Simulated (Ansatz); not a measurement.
**CuCl (SMILES [Cl][Cu]): r2SCAN0/STO-3G**

What is the energy change on altering one bond length of CuCl at r2SCAN0/STO-3G? 

The calculation is run with Ansatz 0.2.0.

87 further runs of the same task are left out: 56 that didn't finish, 31 set aside as unsound or not needed.

### Step 1. The system as given

CuCl: 2 atoms, total charge 0, spin state singlet. As SMILES, `[Cl][Cu]`. Geometry: relaxed at PBE0-D4/def2-TZVP.

Bond lengths: Cl1–Cu2 2.076 Å.

### Step 2. The energy at r2SCAN0/STO-3G

File in.yaml:

```yaml
crystal:
  periodic: [false, false, false]
  atoms:
    - {symbol: Cl, position_ang: [0.898300, -0.345200, 0.446400]}
    - {symbol: Cu, position_ang: [-0.868800, 0.285000, -0.442400]}
basis:
  gaussian:
    orbitals: STO-3G
accuracy: high
hamiltonian:
  xc: {name: r2SCAN0}
```

Started as:

```
ansatz run in.yaml --threads 1 --pin off --max-ram 2610MiB --events-out events.jsonl --progress --plain --runs-dir runs
```

The program printed:

```text
Warning: RAYON_NUM_THREADS=1 ignored (pool sized by the plan → 1); use --threads N
Functional definition: r2SCAN0
  name "r2SCAN0"
  parameter a = 0.25
  parameter k0 = 0.174
  parameter k1 = 0.065
  parameter a1 = 4.9479
  exchange = (1 - a)*r2scan_x(k0 = k0, k1 = k1, a1 = a1) + a*exact_x
  correlation = r2scan_c
371 factors; integrals over basis functions are off by at most 5.1e-9 eV
mean field evaluation 1: about -56200.3812 eV, gradient 8.3e1 eV
mean field evaluation 2: about -56211.6169 eV, gradient 1.5e2 eV
mean field evaluation 4: about -56463.2813 eV, gradient 5.5e1 eV
mean field evaluation 8: about -56463.3229 eV, gradient 5.5e1 eV
mean field evaluation 16: about -56512.0292 eV, gradient 9.3e0 eV
mean field evaluation 32: about -56512.9880 eV, gradient 7.0e-2 eV
mean field evaluation 64: about -56512.9871 eV, gradient 7.6e-2 eV
mean field -56512.99011138 eV, -2076.8140807128 hartree, gradient 7.8e-8 eV, S^2 0.000000; 7 other end points of the search recorded, 0 dependent functions left out
reference -56512.99011167 eV, -2076.8140807233 hartree; 23, 23 occupied and 4, 4 virtual orbitals, 371 factors
Total energy: -56512.99011167 eV, -2076.8140807233 hartree
```

Run time: 37 s. Hardware: 1 thread of Arm Neoverse V1, shared host; peak memory 0.15 GiB.

### Step 3. The distorted shape, same level

File in.yaml:

```yaml
crystal:
  periodic: [false, false, false]
  atoms:
    - {symbol: Cl, position_ang: [1.340079, -0.502751, 0.668602]}
    - {symbol: Cu, position_ang: [-0.868800, 0.285000, -0.442400]}
basis:
  gaussian: {orbitals: STO-3G}
hamiltonian: {xc: {name: r2SCAN0}}
accuracy: high
magnetization: {spin_polarized: false, initial_magnetization: 0}
```

Started as:

```
ansatz run in.yaml --threads 1 --pin off --max-ram 2610MiB --events-out events.jsonl --progress --plain --runs-dir runs
```

The program printed, shortened:

```text
Warning: RAYON_NUM_THREADS=1 ignored (pool sized by the plan → 1); use --threads N
[... 2 set-up lines as earlier in the session ...]
[...]
358 factors; integrals over basis functions are off by at most 3.9e-8 eV
[...]
mean field -56511.61635470 eV, -2076.7635960860 hartree, gradient 1.3e-8 eV, S^2 0.000000; 9 other end points of the search recorded, 0 dependent functions left out
reference -56511.61635499 eV, -2076.7635960966 hartree; 23, 23 occupied and 4, 4 virtual orbitals, 358 factors
Total energy: -56511.61635499 eV, -2076.7635960966 hartree
```

Run time: 71 s. Hardware: 1 thread of Arm Neoverse V1, shared host; peak memory 0.15 GiB.

### Step 4. Outcome

Level: r2SCAN0/STO-3G.

| quantity | value |
| --- | --- |
| first shape: total energy | -2076.81408 Eh |
| distorted shape: total energy | -2076.76360 Eh |
| energy change with the Cl1–Cu2 bond stretched from 2.076 to 2.595 Å | 1.374 eV |

In words: With the Cl1–Cu2 bond stretched from 2.076 to 2.595 Å the energy rises by 1.37 eV (133 kJ/mol). The first shape isn't relaxed at this level, so the change isn't measured from a minimum. The minimal basis adds a large error of its own.
